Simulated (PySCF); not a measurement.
**C₆H₄O₂− (doublet): EPR parameters at several levels of theory**

Aim: compute the EPR parameters of C₆H₄O₂− (doublet) (`[O]c1ccc([O-])cc1`) at several levels, and see how far they spread and what each costs.

Computed with PySCF 2.14.0, with density-fitted response routines of our own, on a single molecule in the gas phase. Atoms are numbered from 0 throughout.

### 1 The starting structure

12 atoms, charge -1, multiplicity 2; geometry from: GFN2-xTB.

Bonds of the start (Å): O0–C1 1.26, C1–C2 1.44, C2–C3 1.36, C3–C4 1.44, C4–O5 1.26, C4–C6 1.44, C6–C7 1.36, C7–C1 1.44, C2–H8 1.09, C3–H9 1.09, C6–H10 1.09, C7–H11 1.09.

### 2 Relaxing the molecule at PBE0-D3(BJ)/def2-SVP

Job settings and geometry (Å):

```
{"job": {"xc": "PBE0", "basis": "def2-SVP", "d3": "d3bj", "grid": 2, "kind": "geom"}, "charge": -1, "multiplicity": 2}
O      2.706300     0.187680    -0.027930
C      1.451730     0.100900    -0.014420
C      0.593930     1.256460     0.016820
C     -0.761370     1.162360     0.030980
C     -1.451750    -0.100660     0.014420
O     -2.706270    -0.188110     0.027920
C     -0.593930    -1.256460    -0.017170
C      0.761380    -1.162370    -0.030630
H      1.078670     2.227190     0.028930
H     -1.375230     2.056790     0.055730
H     -1.078690    -2.227160    -0.030720
H      1.375250    -2.056820    -0.053940
```

The log of the run:

```text
step   0  E = -380.81773122  max force = 0.013733
step   1  E = -380.81884098  max force = 0.004607
step   2  E = -380.81880362  max force = 0.004636
step   3  E = -380.81894004  max force = 0.000890
step   4  E = -380.81894407  max force = 0.000137
optimisation converged
```

Run time: 68 s. Hardware: 4 threads of AMD EPYC 7R43 (Zen 3), shared host.

Along the way: (the energy doesn't fall at every step)

```tsv
step	energy from step 0 (eV)	largest force component (eV/Å)
0	0.0000	0.7062
1	-0.0302	0.2369
2	-0.0292	0.2384
3	-0.0329	0.0458
4	-0.0330	0.0070
```

Distances of close pairs at the start and the end, largest changes first:

```tsv
bond	before (Å)	after (Å)	change (Å)
C2–C3	1.359	1.371	+0.012
C6–C7	1.359	1.371	+0.012
C3–C4	1.439	1.452	+0.012
C1–C2	1.439	1.452	+0.012
C1–C7	1.440	1.452	+0.012
C4–C6	1.440	1.452	+0.012
C3–H9	1.085	1.096	+0.011
C7–H11	1.085	1.096	+0.011
```

The final coordinates are the input of the step that follows.

```tsv
at the end point	value
point group (found at 0.08 Å tolerance)	D2h
rotational constants (GHz, main isotopes)	5.610, 1.584, 1.235
⟨S²⟩	0.765
```

### 3 g tensor and hyperfine couplings: B3LYP/IGLO-III+pcH-1

Job settings and geometry (Å):

```
{"job": {"kind": "epr", "xc": "B3LYP"}, "charge": -1, "multiplicity": 2}
O      2.721597     0.188202    -0.028283
C      1.470471     0.101621    -0.015251
C      0.600075     1.263165     0.016775
C     -0.767683     1.168631     0.030975
C     -1.470445    -0.101707     0.015249
O     -2.721584    -0.188085     0.028287
C     -0.600064    -1.263298    -0.016772
C      0.767668    -1.168729    -0.030984
H      1.101955     2.237319     0.029304
H     -1.398492     2.064464     0.055249
H     -1.102121    -2.237350    -0.029290
H      1.398641    -2.064433    -0.055267
```

Level: UKS B3LYP, IGLO-III on C O, pcH-1 on H, non-relativistic, mean-field spin-orbit, GIAO.

The log of the run:

```text
UKS, coarse grid
  cycle   1  E = -381.40165111  |g| = 8.50e-01
  cycle   2  E = -380.27780654  |g| = 1.87e+00
  cycle   3  E = -381.65999633  |g| = 2.23e-01
  cycle   4  E = -381.68144725  |g| = 9.40e-02
  cycle   5  E = -381.68590862  |g| = 1.33e-02
  cycle   6  E = -381.68601117  |g| = 6.71e-03
  cycle   7  E = -381.68604644  |g| = 3.41e-03
  cycle   8  E = -381.68605843  |g| = 4.67e-04
  cycle   9  E = -381.68605892  |g| = 1.84e-04
UKS, final grid
  cycle   1  E = -381.68604828  |g| = 3.55e-04
  cycle   2  E = -381.68604798  |g| = 8.81e-04
  cycle   3  E = -381.68604834  |g| = 4.32e-05
  cycle   4  E = -381.68604834  |g| = 1.70e-05
E = -381.68604834 Eh   <S^2> = 0.7606 (exact 0.7500)
g shifts (ppm)      1          2          3
  rmc          -243       -243       -243
  gc             -6         43         50
  oz_so           6       3368       6289
  total        -243       3169       6096
hyperfine (MHz)  atom isotope    a_iso     a_fc   dipolar eigenvalues
    0   17O     -21.73     -21.73    -83.66     41.36     42.29
    1   13C      -8.82      -8.82     -9.24     -4.97     14.21
    2   13C      -0.45      -0.45     -7.52     -7.32     14.84
    3   13C      -0.44      -0.44     -7.53     -7.32     14.85
    4   13C      -8.82      -8.82     -9.23     -4.97     14.21
    5   17O     -21.73     -21.73    -83.66     41.36     42.29
    6   13C      -0.44      -0.44     -7.53     -7.32     14.85
    7   13C      -0.44      -0.44     -7.53     -7.32     14.85
    8    1H      -6.81      -6.81     -3.54     -2.24      5.79
    9    1H      -6.82      -6.82     -3.54     -2.24      5.79
   10    1H      -6.81      -6.81     -3.54     -2.24      5.79
   11    1H      -6.82      -6.82     -3.54     -2.24      5.79
```

Run time: 70 s. Hardware: 4 threads of AMD EPYC 7R43 (Zen 3), shared host.

Principal g values 2.00208, 2.00549, 2.00842; g(iso) = 2.00533, against 2.00232 for a free electron.

Hyperfine couplings; where a row names several nuclei, a(iso) is their mean (it holds for fast rotation or exchange) and the dipolar term the largest among them:

```tsv
nuclei	isotope	a(iso) (MHz)	a(iso) (G, at g = 2.0023)	largest dipolar term (MHz)
O0, O5	17O	-21.7	-7.8	-83.7
C1, C4	13C	-8.8	-3.1	14.2
H8, H9, H10, H11	1H	-6.8	-2.4	5.8
C2, C3, C6, C7	13C	-0.4	-0.2	14.8
```

Mulliken spin populations:

```tsv
atom	value (e)
O0	0.27
C1	0.08
C2	0.08
C3	0.08
C4	0.08
O5	0.27
C6	0.08
C7	0.08
H8	-0.01
H9	-0.01
H10	-0.01
H11	-0.01
```

In first order the couplings over 0.8 MHz of 1H give 5 distinct lines over 9.8 G, if the averaged nuclei exchange fast.

### 4 EPR parameters: PBE0/IGLO-III+pcH-1

The job, as its differences from that of step 3:

```diff
@@ -1,2 +1,2 @@
-{"job": {"kind": "epr", "xc": "B3LYP"}, "charge": -1, "multiplicity": 2}
+{"job": {"kind": "epr", "xc": "PBE0"}, "charge": -1, "multiplicity": 2}
 O      2.721597     0.188202    -0.028283
```

With the program's defaults for keys left out, this is: UKS PBE0, IGLO-III on C O, pcH-1 on H, non-relativistic, mean-field spin-orbit, GIAO.

The log of the run:

```text
UKS, coarse grid
  cycle   1  E = -380.99204429  |g| = 7.90e-01
  cycle   2  E = -380.20578427  |g| = 1.62e+00
  cycle   3  E = -381.22556022  |g| = 1.80e-01
  cycle   4  E = -381.24037285  |g| = 6.94e-02
  cycle   5  E = -381.24286905  |g| = 1.20e-02
  cycle   6  E = -381.24298055  |g| = 6.51e-03
  cycle   7  E = -381.24302492  |g| = 3.21e-03
  cycle   8  E = -381.24303687  |g| = 3.98e-04
  cycle   9  E = -381.24303757  |g| = 1.34e-04
UKS, final grid
  cycle   1  E = -381.24305923  |g| = 1.65e-04
  cycle   2  E = -381.24305919  |g| = 3.51e-04
  cycle   3  E = -381.24305924  |g| = 2.36e-05
  cycle   4  E = -381.24305924  |g| = 1.16e-05
E = -381.24305924 Eh   <S^2> = 0.7640 (exact 0.7500)
g shifts (ppm)      1          2          3
  rmc          -242       -242       -242
  gc             -6         44         50
  oz_so           8       3391       6273
  total        -240       3193       6081
hyperfine (MHz)  atom isotope    a_iso     a_fc   dipolar eigenvalues
    0   17O     -21.56     -21.56    -84.89     42.01     42.88
    1   13C     -10.65     -10.65     -8.79     -4.35     13.13
    2   13C      -1.04      -1.04     -7.16     -7.03     14.19
    3   13C      -1.04      -1.04     -7.16     -7.03     14.19
    4   13C     -10.65     -10.65     -8.79     -4.35     13.13
    5   17O     -21.56     -21.56    -84.89     42.01     42.88
    6   13C      -1.04      -1.04     -7.16     -7.03     14.19
    7   13C      -1.04      -1.04     -7.16     -7.04     14.20
    8    1H      -7.06      -7.06     -3.53     -2.15      5.69
    9    1H      -7.07      -7.07     -3.54     -2.15      5.69
   10    1H      -7.06      -7.06     -3.54     -2.15      5.69
   11    1H      -7.07      -7.07     -3.54     -2.15      5.69
```

Wall time 72 s (4 threads of AMD EPYC 7R43 (Zen 3), shared host).

Key values: g(iso) 2.00533.

### 5 EPR parameters: PBE/IGLO-III+pcH-1

The job, as its differences from that of step 4:

```diff
@@ -1,2 +1,2 @@
-{"job": {"kind": "epr", "xc": "PBE0"}, "charge": -1, "multiplicity": 2}
+{"job": {"kind": "epr", "xc": "PBE"}, "charge": -1, "multiplicity": 2}
 O      2.721597     0.188202    -0.028283
```

Level: UKS PBE, IGLO-III on C O, pcH-1 on H, non-relativistic, mean-field spin-orbit, GIAO.

The log of the run:

```text
UKS, coarse grid
  cycle   1  E = -380.93382266  |g| = 8.77e-01
  cycle   2  E = -376.65220756  |g| = 2.77e+00
  cycle   3  E = -381.07948164  |g| = 5.57e-01
  cycle   4  E = -381.22721994  |g| = 1.84e-01
  cycle   5  E = -381.24391080  |g| = 2.82e-02
  cycle   6  E = -381.24430305  |g| = 7.51e-03
  cycle   7  E = -381.24432430  |g| = 4.94e-03
  cycle   8  E = -381.24433253  |g| = 3.37e-03
  cycle   9  E = -381.24433164  |g| = 3.04e-03
  cycle  10  E = -381.24433744  |g| = 4.35e-04
UKS, final grid
  cycle   1  E = -381.24435610  |g| = 1.13e-03
  cycle   2  E = -381.24434933  |g| = 3.98e-03
  cycle   3  E = -381.24435661  |g| = 4.15e-04
  cycle   4  E = -381.24435670  |g| = 1.18e-04
  cycle   5  E = -381.24435670  |g| = 2.53e-05
E = -381.24435670 Eh   <S^2> = 0.7525 (exact 0.7500)
g shifts (ppm)      1          2          3
  rmc          -230       -230       -230
  gc             -7         43         50
  oz_so           0       3069       6564
  total        -237       2882       6384
hyperfine (MHz)  atom isotope    a_iso     a_fc   dipolar eigenvalues
    0   17O     -10.83     -10.83    -77.06     38.34     38.72
    1   13C      -7.63      -7.63     -9.85     -5.70     15.54
    2   13C      -1.51      -1.51     -7.89     -7.54     15.43
    3   13C      -1.51      -1.51     -7.89     -7.55     15.44
    4   13C      -7.63      -7.63     -9.84     -5.70     15.54
    5   17O     -10.83     -10.83    -77.06     38.34     38.72
    6   13C      -1.51      -1.51     -7.89     -7.55     15.44
    7   13C      -1.51      -1.51     -7.89     -7.55     15.44
    8    1H      -6.72      -6.72     -3.62     -2.14      5.76
    9    1H      -6.72      -6.72     -3.62     -2.14      5.76
   10    1H      -6.72      -6.72     -3.62     -2.14      5.76
   11    1H      -6.72      -6.72     -3.62     -2.14      5.76
```

Wall time 32 s (4 threads of AMD EPYC 7R43 (Zen 3), shared host).

In short: g(iso) 2.00533.

### 6 g tensor and hyperfine couplings: CAM-B3LYP/IGLO-III+pcH-1

The job, as its differences from that of step 5:

```diff
@@ -1,2 +1,2 @@
-{"job": {"kind": "epr", "xc": "PBE"}, "charge": -1, "multiplicity": 2}
+{"job": {"kind": "epr", "xc": "CAM-B3LYP"}, "charge": -1, "multiplicity": 2}
 O      2.721597     0.188202    -0.028283
```

With the program's defaults for keys left out, this is: UKS CAM-B3LYP, IGLO-III on C O, pcH-1 on H, non-relativistic, mean-field spin-orbit, GIAO.

The log of the run:

```text
UKS, coarse grid
  cycle   1  E = -381.22610879  |g| = 8.42e-01
  cycle   2  E = -380.72925285  |g| = 1.46e+00
  cycle   3  E = -381.49755822  |g| = 1.09e-01
  cycle   4  E = -381.50288231  |g| = 5.11e-02
  cycle   5  E = -381.50436113  |g| = 1.11e-02
  cycle   6  E = -381.50453514  |g| = 6.08e-03
  cycle   7  E = -381.50460368  |g| = 3.21e-03
  cycle   8  E = -381.50462264  |g| = 5.04e-04
  cycle   9  E = -381.50462274  |g| = 1.03e-04
UKS, final grid
  cycle   1  E = -381.50461616  |g| = 1.02e-04
  cycle   2  E = -381.50461615  |g| = 1.62e-04
  cycle   3  E = -381.50461616  |g| = 1.37e-05
E = -381.50461616 Eh   <S^2> = 0.7713 (exact 0.7500)
g shifts (ppm)      1          2          3
  rmc          -245       -245       -245
  gc             -6         43         50
  oz_so           7       3506       5928
  total        -244       3304       5734
hyperfine (MHz)  atom isotope    a_iso     a_fc   dipolar eigenvalues
    0   17O     -22.32     -22.32    -85.92     42.44     43.49
    1   13C     -10.65     -10.65     -9.04     -4.86     13.89
    2   13C      -1.20      -1.20     -7.17     -7.01     14.18
    3   13C      -1.20      -1.20     -7.17     -7.01     14.18
    4   13C     -10.65     -10.65     -9.04     -4.86     13.89
    5   17O     -22.32     -22.32    -85.92     42.44     43.49
    6   13C      -1.20      -1.20     -7.17     -7.01     14.18
    7   13C      -1.20      -1.20     -7.17     -7.01     14.18
    8    1H      -6.67      -6.67     -3.53     -2.28      5.81
    9    1H      -6.68      -6.68     -3.53     -2.28      5.81
   10    1H      -6.67      -6.67     -3.53     -2.28      5.81
   11    1H      -6.68      -6.68     -3.53     -2.28      5.81
```

Run time: 89 s. Hardware: 4 threads of AMD EPYC 7R43 (Zen 3), shared host.

Key values: g(iso) 2.00525.

### 7 Side by side: EPR parameters

g, ⟨S²⟩ and isotropic hyperfine couplings (MHz), with basis size and wall time:

```tsv
run	g(iso)	⟨S²⟩	17O O0 (mean)	13C C1 (mean)	1H H8 (mean)	13C C2 (mean)	functions	time
B3LYP/IGLO-III+pcH-1	2.00533	0.761	-21.7	-8.8	-6.8	-0.4	320	70 s
PBE0/IGLO-III+pcH-1	2.00533	0.764	-21.6	-10.7	-7.1	-1.0	320	72 s
PBE/IGLO-III+pcH-1	2.00533	0.753	-10.8	-7.6	-6.7	-1.5	320	32 s
CAM-B3LYP/IGLO-III+pcH-1	2.00525	0.771	-22.3	-10.6	-6.7	-1.2	320	89 s
```

### 8 What came out

```
                            quantity                     value
                         point group                       D2h
rotational constants (main isotopes)      5.61, 1.58, 1.23 GHz
                      g(iso) (B3LYP)                   2.00533
                                ⟨S²⟩        0.761 (exact 0.75)
  largest a(iso) (averaged by class)  17O on O0, O5, -21.7 MHz
```

In words: Single values in the summary come from the first run of each kind that ended normally (B3LYP/IGLO-III+pcH-1), which need not be the best level. Relaxing lowered the energy by 0.033 eV in 4 steps; the close pair that moved most is C2–C3, from 1.359 to 1.371 Å. The largest spin populations lie on O0 (0.27 e), O5 (0.27 e). The isotropic g lies 3.0 ppt above the free-electron value. The coupling of 17O on O0 runs from -22.3 (CAM-B3LYP/IGLO-III+pcH-1) to -10.8 MHz (PBE/IGLO-III+pcH-1).
